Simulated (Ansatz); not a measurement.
What does this script print? It uses Ansatz 0.2.0 through its Python package.

Script `c3h7fsn.py`:
```python
'''Energy of C3H7FSn as one group turns about a bond.'''

import ansatz as az
from ase import Atoms

atoms = Atoms(['C', 'C', 'C', 'Sn', 'F', 'H', 'H', 'H', 'H', 'H', 'H', 'H'], positions=[
    (-0.5327, 0.3498, 1.1674),
    (-0.1125, -0.6038, 0.098),
    (1.2159, -0.1948, -0.4848),
    (-1.4833, -0.7052, -1.4927),
    (-1.7325, 1.0226, -2.3405),
    (-0.6919, 1.4237, 0.7119),
    (0.1746, 0.4434, 1.9963),
    (-1.5241, 0.0897, 1.5563),
    (-0.0183, -1.5904, 0.6042),
    (2.0114, -0.1588, 0.3615),
    (1.5658, -0.9409, -1.2055),
    (1.2045, 0.8095, -0.9383),
])

# start the scan from a relaxed geometry
first = (
    az.Crystal.molecule_from_ase(atoms).calculation()
    .basis(gaussian='def2-SVP')
    .functional('pbe0')
    .relax(force_tolerance=0.02, max_steps=80)
)
atoms.positions = first.run(threads=1, backend='cpu').report['positions_ang']

start = atoms.get_dihedral(2, 1, 0, 5)
energies = {}
for turn in range(0, 121, 15):
    turned = atoms.copy()
    turned.set_dihedral(2, 1, 0, 5, start + turn, indices=[0, 5, 6, 7])
    base = az.Crystal.molecule_from_ase(turned).calculation()
    base = base.basis(gaussian='def2-SVP')
    base = base.correlation('mp2', electrons='valence')
    energies[round((start + turn) % 360)] = base.run(threads=1, backend='cpu').report['free_energy_ev']
floor = min(energies.values())
print('dihedral C2-C1-C0-H5 (deg)   E - E(min) (kcal/mol)')
for angle, e in sorted(energies.items()):
    print(f'{angle:8d} {23.060548 * (e - floor):14.3f}  ' + '#' * int(30 * (e - floor) / max(max(energies.values()) - floor, 1e-9)))
```

`python c3h7fsn.py` gives:
```text
dihedral C2-C1-C0-H5 (deg)   E - E(min) (kcal/mol)
      63          0.000
      78          0.684  ####
      93          2.338  ###############
     108          3.999  ##########################
     123          4.610  ##############################
     138          3.837  ########################
     153          2.244  ##############
     168          0.747  ####
     183          0.125
```

Caveats:
- These settings explore the input space; basis and method may be short of convergence.
- The scan is rigid and the energies are electronic, in a modest basis. With rigid groups the curve can differ much from the relaxed path, the start wasn't checked as a minimum of this torsion, and equivalent turns needn't return to the same energy.
- def2 sets replace the cores of elements past krypton by effective core potentials.
- The start is relaxed with a density functional and scanned with the wavefunction method, so it isn't exactly that method's minimum.
- The whole script took 2.9 min on 1 thread of Arm Neoverse N1 (shared host), peak memory 0.37 GiB.
